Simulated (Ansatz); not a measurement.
Write a Python script for Ansatz 0.2.0, Python API that makes a projected density of states of K₃GaCl₆, space group Fm-3m. Settings: PBEsol, PAW, cutoff 435 eV, 4×4×4 k-points, Methfessel-Paxton smearing of 0.1 eV.

```yaml
crystal:
  lattice:
    - [0.00000, 5.34103, 5.34103]
    - [5.34103, 0.00000, 5.34103]
    - [5.34103, 5.34103, 0.00000]
  atoms:
    - { symbol: K, position: [0.75000, 0.75000, 0.75000] }
    - { symbol: K, position: [0.25000, 0.25000, 0.25000] }
    - { symbol: K, position: [0.50000, 0.50000, 0.50000] }
    - { symbol: Ga, position: [0.00000, 0.00000, 0.00000] }
    - { symbol: Cl, position: [0.77643, 0.22357, 0.22357] }
    - { symbol: Cl, position: [0.22357, 0.22357, 0.77643] }
    - { symbol: Cl, position: [0.22357, 0.77643, 0.77643] }
    - { symbol: Cl, position: [0.22357, 0.77643, 0.22357] }
    - { symbol: Cl, position: [0.77643, 0.22357, 0.77643] }
    - { symbol: Cl, position: [0.77643, 0.77643, 0.22357] }
```

`pdos_k3gacl6.py`:
```python
# -*- coding: utf-8 -*-
import sys

import ansatz as az
import numpy as np
from pymatgen.core import Lattice, Structure
from pymatgen.io.ase import AseAtomsAdaptor


def main():
    pmg_structure = Structure(
        Lattice([(0.0, 5.341032, 5.341032), (5.341032, 0.0, 5.341032), (5.341032, 5.341032, 0.0)]),
        ["K", "K", "K", "Ga", "Cl", "Cl", "Cl", "Cl", "Cl", "Cl"],
        [
            (0.75, 0.75, 0.75),
            (0.25, 0.25, 0.25),
            (0.5, 0.5, 0.5),
            (0.0, 0.0, 0.0),
            (0.776427, 0.223573, 0.223573),
            (0.223573, 0.223573, 0.776427),
            (0.223573, 0.776427, 0.776427),
            (0.223573, 0.776427, 0.223573),
            (0.776427, 0.223573, 0.776427),
            (0.776427, 0.776427, 0.223573),
        ],
    )
    system = az.Crystal.from_ase(AseAtomsAdaptor.get_atoms(pmg_structure))

    calc = system.calculation()
    calc = calc.functional("pbesol")
    calc = calc.kpoints(4, 4, 4)
    calc = calc.occupations(az.OccupationsMethod.METHFESSEL_PAXTON)
    calc = calc.basis(16 * az.Ha)
    calc = calc.scf(max_iterations=70)
    calc = calc.scf(extra_bands=26)
    calc = calc.density_of_states(projected=True, method="smearing", broadening_width=0.15, energy_step=0.1)
    try:
        out = calc.run(threads=1, pin="off")
    except az.NonConvergedError as error:
        sys.exit(f"no convergence: {error}")
    except az.RefusalError as error:
        sys.exit(f"input refused: {error}")
    summary = out.report

    dos = out.density_of_states()
    energy = np.asarray(dos.energies_ev) - dos.fermi_ev
    curves = {}
    for site in out.projected_density_of_states().sites:
        for shell in site.shells:
            weight = sum(np.sum(curve.g_bin_mean_per_ev, axis=0) for curve in shell.curves)
            name = f"{site.species} {shell.label}"
            curves[name] = curves.get(name, 0) + weight

    print("E-EF   " + " ".join(f"{name:>8s}" for name in curves))
    for e in np.arange(-10, 4 + 0.1, 0.5):
        print(f"{e:5.1f}  " + " ".join(f"{np.interp(e, energy, g):8.3f}" for g in curves.values()))


if __name__ == "__main__":
    main()
```

Running `python pdos_k3gacl6.py` prints:
```text
E-EF       K 3S     K 4S     K 3P    Ga 4S    Ga 4P    Ga 3D    Cl 3S    Cl 3P
-10.0     0.000    0.000    0.000    0.000    0.000    0.000    0.000    0.000
 -9.5     0.000    0.000    0.000    0.000    0.000    0.000    0.000    0.000
 -9.0     0.000    0.000    0.000    0.000    0.000    0.000    0.000    0.000
 -8.5     0.000    0.000    0.000    0.000    0.000    0.000    0.000    0.000
 -8.0     0.000    0.000    0.000    0.000    0.000    0.000    0.000    0.000
 -7.5     0.000    0.000    0.000    0.000    0.000    0.000    0.000    0.000
 -7.0     0.001    0.011    0.005    0.313    0.000    0.000    0.078    0.469
 -6.5     0.000    0.003    0.005    0.199    0.000    0.000    0.057    0.298
 -6.0     0.000    0.000    0.000    0.000    0.000    0.000    0.000    0.000
 -5.5     0.000    0.000    0.000    0.000    0.000    0.000    0.000    0.000
 -5.0     0.000    0.000    0.000    0.000    0.000    0.000    0.000    0.000
 -4.5     0.005    0.140    0.026    0.002    1.105    0.000    0.147    5.956
 -4.0     0.000    0.000    0.006    0.000    0.144    0.000    0.025    0.758
 -3.5     0.001    0.329    0.011    0.000    0.001    0.013    0.005    6.741
 -3.0     0.001    0.042    0.004    0.000    0.001    0.010    0.005    3.322
 -2.5     0.003    0.296    0.092    0.003    0.014    0.090    0.044   25.951
 -2.0     0.000    0.004    0.008    0.000    0.008    0.003    0.005   12.092
 -1.5     0.000    0.000    0.000    0.000    0.000    0.000    0.000    1.798
 -1.0     0.000    0.000    0.000    0.000    0.000    0.000    0.000    0.000
 -0.5     0.000    0.000    0.000    0.000    0.000    0.000    0.000    0.000
  0.0     0.000    0.000    0.000    0.000    0.000    0.000    0.000    0.000
  0.5     0.000    0.000    0.000    0.000    0.000    0.000    0.000    0.000
  1.0     0.000    0.000    0.000    0.000    0.000    0.000    0.000    0.000
  1.5     0.000    0.013    0.000    0.026    0.000    0.000    0.006    0.019
  2.0     0.001    0.135    0.004    0.789    0.003    0.000    0.109    0.684
  2.5     0.000    0.008    0.003    0.444    0.000    0.000    0.035    0.405
  3.0     0.000    0.017    0.000    0.002    0.000    0.000    0.002    0.001
  3.5     0.002    0.602    0.001    0.027    0.001    0.000    0.063    0.056
  4.0     0.001    0.425    0.002    0.004    0.003    0.000    0.038    0.045
```

Caveats:
- Semilocal gaps usually lie well under measured ones.
- The empty d shell of the heavier alkali and alkaline-earth atoms, which makes much of a conduction band, may have no channel.
- In a crystal with a gap the Fermi level's place inside it depends on smearing and mesh.
- The crystal has a gap of about 3.23 eV on the mesh; density of states inside it is the tail of the broadening.
- The structure comes from a database of computed cells and needn't be a stable or known phase.
- Curves are summed over the cell's atoms. Only shells that the potentials hold have channels, so projections don't add up to the total, least of all where a shell is missing (p of most metals); heights and places of peaks move with the mesh.
- The computed bands are complete only to about 8.9 eV above the Fermi level; beyond that the density of states is undercounted.
- Wall time of the script: 10 s on 1 thread of Arm Neoverse V2, on a shared host, peak memory 0.67 GiB.
